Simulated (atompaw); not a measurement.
**In: generating and testing a PAW (atompaw) potential**

Task: generate the file, and judge it by its logarithmic derivatives, its ghosts and its cutoff.

The numbers are computed with atompaw 4.2.0.5 (PBE, scalar-relativistic, spin-unpolarised reference atom).

### 1 Starting point

The settings as typed:

| Item | Value |
| --- | --- |
| element | indium (In, Z = 49) |
| type | PAW |
| frozen core | [Kr] |
| valence charge | 13 |
| reference configuration | 4d10 5s2 5p1 |
| partial waves | 5s (bound): rc 2.25 bohr; 5s channel at 1.8 Ry: rc 2.05 bohr; 5p (bound): rc 2.25 bohr; 5p channel at 0.5 Ry: rc 2.25 bohr; 4d (bound): rc 2.25 bohr; 4d channel at 2.15 Ry: rc 2.25 bohr |
| local potential | troulliermartins scheme with l = 3 at 0.5 Ry, radius 1.45 bohr |
| core correction | smooth core density matched at 2.10 bohr |
| augmentation charge | sinc compensation charge, radius 2.15 bohr; PAW radius 2.25 bohr; waves and projectors: custom polynom2 7 10 vanderbiltortho |

The outer shells as boxes (Hund's rule for the drawing; the calculation is spin-unpolarised):

```
[Kr] core
4d [↑↓][↑↓][↑↓][↑↓][↑↓]
5s [↑↓]
5p [↑ ][  ][  ]
```

An earlier all-electron run gives the scale for the radii.

All-electron outer shells of the reference configuration (PBE, scalar-relativistic, ld1.x):

```csv
shell,level (eV),outermost node (bohr),outermost maximum (bohr)
4s,-119.66,0.41,0.77
4p,-78.13,0.42,0.82
4d,-18.62,0.40,0.94
5s,-8.21,1.02,2.16
5p,-2.52,1.14,2.85
```

### 2 Generation

Input file In.input:

```
In 49
GGA-PBE scalarrelativistic loggrid 1500 logderivrange -3 5 201
5 5 4 0 0 0
5 1 1
0 0 0
c
c
c
c
v
c
c
c
v
c
v
2
2.25 2.15 1.45 2.10
y
1.8
n
y
0.5
n
y
2.15
n
custom polynom2 7 10 vanderbiltortho sinc
3 0.5 troulliermartins
2.25
2.05
2.25
2.25
2.25
2.25
PWSCFOUT
UPFDX 0.0125d0 UPFXMIN -7.d0 UPFZMESH 49.d0
END
```

Started as:

```
$ atompaw < In.input > In.log
```

Before running it: what results should come out? Wanted: cutoffs for 10 and 1 mRy, occupied levels; bound ghosts; largest phase difference near zero energy, channels read; lowest eigenvalue of the overlap; share of valence orbitals outside the PAW sphere; UPF file.

As calculated:

| quantity | value |
| --- | --- |
| cutoffs for 10 and 1 mRy, occupied levels | 18 Ry and 80 Ry |
| bound ghosts | s at -585.34 eV, p at -163.58 eV |
| largest phase difference near zero energy, channels read | 0.001 rad |
| lowest eigenvalue of the overlap (Bessel basis) | 0.186 (s) |
| share of valence orbitals outside the PAW sphere | 5s 60 %, 5p 85 %, 4d 4 % |
| UPF file | written |

**Reading.** A bound ghost (s, p) makes it unfit for use: electrons can fall into a state that the atom doesn't have. By its cutoff, 18 Ry for the looser tolerance, it is soft on the atom at that tolerance. The tighter tolerance needs 80 Ry, and converged work needs a cutoff nearer that. The slowest occupied level is 4d: taken alone it needs 18 Ry to come within 1 mRy, against 10 Ry for 5s. Near zero energy the phases of the channels with partial waves agree within 0.001 rad. These are tests on the free atom; a crystal test is still owed.
